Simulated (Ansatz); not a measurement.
# C2H5FMg: the cost of one run

Program: Ansatz 0.2.0. Level of theory: RKS PBE-D4/cc-pVDZ. These are calculated values, not measurements.

### 1 The structure to begin with

Bond lengths: C1–C2 1.465 Å, C2–Mg3 2.159 Å, Mg3–F4 1.999 Å, C1–H5 1.157 Å, C1–H6 1.161 Å, C1–H7 1.115 Å, C2–H8 1.135 Å, C2–H9 1.110 Å. Angles: C1–C2–Mg3 108.0°, C1–C2–H8 108.0°, C1–C2–H9 111.8°, Mg3–C2–H8 109.1°, Mg3–C2–H9 110.8°, H8–C2–H9 109.1°, C2–C1–H5 110.8°, C2–C1–H6 111.7°, C2–C1–H7 113.9°, H5–C1–H6 104.7°, H5–C1–H7 108.1°, H6–C1–H7 107.1°, C2–Mg3–F4 176.3°.

As a file:

```xyz
9

C    -0.3726    1.0408    0.0426
C    -0.1332   -0.2618    0.6695
Mg    0.7801   -1.5516   -0.8019
F     1.7407   -2.7146   -2.1136
H    -1.0958    0.9380   -0.8551
H    -0.9050    1.7752    0.7677
H     0.5540    1.5464   -0.3151
H     0.5914   -0.1092    1.5296
H    -1.0712   -0.7094    1.0590
```

### 2 Relaxing the start

File input.yaml:

```yaml
crystal:
  periodic: [false, false, false]
  atoms:
    - { symbol: C, position_ang: [-0.3726, 1.0408, 0.0426] }
    - { symbol: C, position_ang: [-0.1332, -0.2618, 0.6695] }
    - { symbol: Mg, position_ang: [0.7801, -1.5516, -0.8019] }
    - { symbol: F, position_ang: [1.7407, -2.7146, -2.1136] }
    - { symbol: H, position_ang: [-1.0958, 0.938, -0.8551] }
    - { symbol: H, position_ang: [-0.905, 1.7752, 0.7677] }
    - { symbol: H, position_ang: [0.554, 1.5464, -0.3151] }
    - { symbol: H, position_ang: [0.5914, -0.1092, 1.5296] }
    - { symbol: H, position_ang: [-1.0712, -0.7094, 1.059] }
basis:
  gaussian: { orbitals: cc-pVDZ }
hamiltonian:
  xc: pbe
  dispersion: d4
relax:
  f_tol: 0.02
  max_steps: 40
scf:
  lower_state_search: "off"
```

Run with:

```
$ ansatz run input.yaml --threads 1 --pin off --max-ram 2048MiB --backend cpu --events-out ev --progress --plain --runs-dir out
```

**Question.** How long does this run take on 1 thread of Intel Xeon 6975P-C (Granite Rapids), shared host, and how much memory does it need?

About 8.5 s, with a peak of 0.13 GiB.
